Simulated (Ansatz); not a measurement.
C2H5OSb, SMILES C=[C](O)[SbH2], a rigid scan of one bond length

With Ansatz 0.2.0 through its Python package.

Notebook, run cell by cell (the value of a cell's last expression is shown):

```python
import ansatz as az
from ase import Atoms
import numpy as np
```

```python
atoms = Atoms(["C", "C", "O", "Sb", "H", "H", "H", "H", "H"], positions=[
    (-0.661, 0.8446, -1.1774),
    (0.0102, 0.2164, -0.3025),
    (1.3695, 0.2661, -0.3739),
    (-0.8805, -0.9223, 1.218),
    (-0.2241, 1.4667, -1.9793),
    (-1.7904, 0.875, -1.1516),
    (1.9893, -0.2414, 0.3167),
    (0.1558, -2.2831, 0.9306),
    (0.1196, -0.2683, 2.5024),
])
molecule = az.Crystal.molecule_from_ase(atoms)
```

```python
symbols = [site.symbol for site in molecule.cartesian_sites]
start = np.array([site.position_ang for site in molecule.cartesian_sites])
axis = (start[6] - start[2]) / np.linalg.norm(start[6] - start[2])
moving = [6]
lengths, energies = [0.931, 0.973, 1.015, 1.058, 1.1, 1.142, 1.185, 1.248], []
for length in lengths:
    xyz = start.copy()
    xyz[moving] += (length - np.linalg.norm(start[6] - start[2])) * axis
    point = az.Crystal.molecule()
    for symbol, xyz in zip(symbols, xyz):
        point = point.atom(symbol, xyz.tolist())
    calculation = (
        point.calculation()
        .basis(gaussian="def2-SVP")  # atom-centred Gaussian functions
        .functional("hf")  # level of theory
    )
    r = calculation.run(threads=1).report
    energies.append(r["free_energy_ev"])
    print(f"r = {length:6.3f} A  E = {energies[-1]:.5f} eV  <S^2> = {abs(r['mean_field']['state']['spin_squared']):.3f}")

# quartic fit about the minimum
fit = np.polynomial.Polynomial.fit(lengths, np.array(energies) - min(energies), 4).convert()
roots = [r.real for r in fit.deriv().roots() if abs(r.imag) < 1e-9 and fit.deriv(2)(r.real) > 0]
r_e = min(roots, key=lambda r: abs(r - lengths[int(np.argmin(energies))]))
print(f"minimum of the fit at {r_e:.4f} A, force constant {fit.deriv(2)(r_e):.2f} eV/A^2")
```

    r =  0.931 A  E = -10682.41613 eV  <S^2> = 0.000
    r =  0.973 A  E = -10682.38843 eV  <S^2> = 0.000
    r =  1.015 A  E = -10682.27197 eV  <S^2> = 0.000
    r =  1.058 A  E = -10682.08488 eV  <S^2> = 0.000
    r =  1.100 A  E = -10681.85404 eV  <S^2> = 0.000
    r =  1.142 A  E = -10681.58948 eV  <S^2> = 0.000
    r =  1.185 A  E = -10681.29471 eV  <S^2> = 0.000
    r =  1.248 A  E = -10680.83679 eV  <S^2> = 0.000
    minimum of the fit at 0.9401 A, force constant 60.52 eV/A^2

Reading the output:
- Total energies depend on the basis set; only differences at equal settings carry meaning.
- The rest of the molecule is held rigid at a force-field or estimated start geometry, and the basis set is modest; single-reference methods fail as a bond breaks.
- def2 sets replace the cores of elements past krypton by effective core potentials.
- Hartree-Fock leaves correlation out, so bond, atomisation and ionisation energies come out well too low.
- The orbitals are restricted, so S² is zero by construction.
- Toward dissociation an unrestricted state can lie under the restricted one, by tenths of an eV for polar bonds under a functional and by 1 to 2 eV or more for others.
- Finished in 11 s on 1 thread of Arm Neoverse V1 (shared host), peak memory 0.24 GiB.

(Lines on the test bed's own set-up are left out of the output.)
